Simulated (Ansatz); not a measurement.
# C2H9AlSi: up Jacob's ladder to CCSD(T)

One table from this session's results is given with a row withheld; the runs are named, their logs left out.

The runs use Ansatz 0.2.0, Gaussian basis; functionals in def2-TZVPP, the program's frozen cores in correlated methods.

Plan: LDA (SPW92), PBE-D4, revPBE-D4, BLYP-D4, r2SCAN-D4, B97M-V, PBE0-D4, B3LYP-D4, r2SCANh-D4, r2SCAN0-D4, HSE06-D4, BHLYP-D4, CAM-B3LYP-D4, LC-ωPBE, ωB97X-V, ωB97M-V, B2PLYP, PBE-QIDH; CCSD(T)/def2-SVP; CCSD(T)/def2-TZVPP; MP2/def2-QZVPP; extrapolation to the limit; RPA on PBE.

**Structure used throughout**

The geometry comes from an earlier relaxation with PBE0-D4 in a triple-zeta def2 set; it is a stationary point, not always the lowest conformer.

SMILES `C[SiH](C)[AlH2]`, 13 atoms, charge 0, spin multiplicity 1.

Atoms are counted from 1 here; the program's logs count them from 0.

Bond lengths: C1–Si2 1.884 Å, C1–H5 1.092 Å, C1–H6 1.093 Å, C1–H7 1.093 Å, Si2–C3 1.884 Å, Si2–Al4 2.463 Å, Si2–H8 1.501 Å, C3–H9 1.093 Å, C3–H10 1.093 Å, C3–H11 1.092 Å, Al4–H12 1.594 Å, Al4–H13 1.594 Å. Angles: Si2–C1–H5 111.2°, Si2–C1–H6 111.1°, Si2–C1–H7 110.7°, H5–C1–H6 107.8°, H5–C1–H7 108.1°, H6–C1–H7 107.9°, C1–Si2–C3 110.0°, C1–Si2–Al4 112.9°, C1–Si2–H8 107.4°, C3–Si2–Al4 112.9°, C3–Si2–H8 107.4°, Al4–Si2–H8 105.9°, Si2–C3–H9 110.7°, Si2–C3–H10 111.1°, Si2–C3–H11 111.2°, H9–C3–H10 107.9°, H9–C3–H11 108.1°, H10–C3–H11 107.8° and more.

The first run:

Contents of in.yaml:

```yaml
crystal:
  periodic: [false, false, false]
  atoms:
    - {symbol: C, position_ang: [-0.866592, 1.411607, -0.714465]}
    - {symbol: Si, position_ang: [-0.138764, -0.287969, -0.351040]}
    - {symbol: C, position_ang: [1.742156, -0.215025, -0.436240]}
    - {symbol: Al, position_ang: [-0.963971, -1.250244, 1.760545]}
    - {symbol: H, position_ang: [-1.958452, 1.381822, -0.711740]}
    - {symbol: H, position_ang: [-0.550723, 2.142825, 0.033931]}
    - {symbol: H, position_ang: [-0.539375, 1.770086, -1.694100]}
    - {symbol: H, position_ang: [-0.602050, -1.216598, -1.435446]}
    - {symbol: H, position_ang: [2.070386, 0.142991, -1.415706]}
    - {symbol: H, position_ang: [2.144179, 0.462324, 0.321459]}
    - {symbol: H, position_ang: [2.182929, -1.200552, -0.270383]}
    - {symbol: H, position_ang: [-0.100859, -2.306660, 2.585449]}
    - {symbol: H, position_ang: [-2.398563, -0.869507, 2.342438]}
basis:
  gaussian: {orbitals: def2-TZVPP}
hamiltonian: {xc: lda}
output: {orbitals: {seedname: orbitals}}
```

Steps of the session up to this table: LDA; PBE-D4 (GGA); revPBE-D4 (GGA); BLYP-D4 (GGA); r2SCAN-D4 (meta-GGA); B97M-V (meta-GGA); PBE0-D4 (hybrid); B3LYP-D4 (hybrid); r2SCANh-D4 (hybrid); r2SCAN0-D4 (hybrid); HSE06-D4 (hybrid); BHLYP-D4 (hybrid); CAM-B3LYP-D4 (range-separated); LC-ωPBE (range-separated); ωB97X-V (range-separated); ωB97M-V (range-separated); B2PLYP (double hybrid); PBE-QIDH (double hybrid).

One of the session's tables, all rows but one given; the rest of the session is left out.

It belongs to the step «Frontier levels by functional». 

| functional | HOMO (eV) | LUMO (eV) | gap (eV) |
| --- | --- | --- | --- |
| LDA (SPW92) | -5.99 | -2.86 | 3.14 |
| PBE-D4 | -5.93 | -2.64 | 3.29 |
| revPBE-D4 | -5.90 | -2.54 | 3.36 |
| BLYP-D4 | -5.81 | -2.51 | 3.30 |
| r2SCAN-D4 | -6.16 | -2.38 | 3.77 |
| B97M-V | -6.22 | -2.60 | 3.62 |
| PBE0-D4 | -7.00 | -1.89 | 5.11 |
| B3LYP-D4 | -6.82 | -2.08 | 4.75 |
| r2SCANh-D4 | -6.55 | -2.13 | 4.42 |
| r2SCAN0-D4 | ? | ? | ? |
| HSE06-D4 | -6.60 | -2.25 | 4.35 |
| BHLYP-D4 | -7.98 | -1.11 | 6.87 |
| CAM-B3LYP-D4 | -8.26 | -0.95 | 7.32 |
| LC-ωPBE | -9.54 | 0.13 | 9.67 |
| ωB97X-V | -9.23 | 0.00 | 9.24 |
| ωB97M-V | -8.99 | -0.28 | 8.70 |

Estimate the missing values for r2SCAN0-D4.

Worked estimate for «HOMO (eV)». Against the share of exact exchange, r2SCAN-D4 (0, -6.16), r2SCANh-D4 (0.1, -6.55) give a slope of -3.90 per unit share; at 0.25 the line stands at -7.13.

The run gave: HOMO (eV): -7.13; LUMO (eV): -1.75; gap (eV): 5.39. In «HOMO (eV)» the line misses by 0.00.
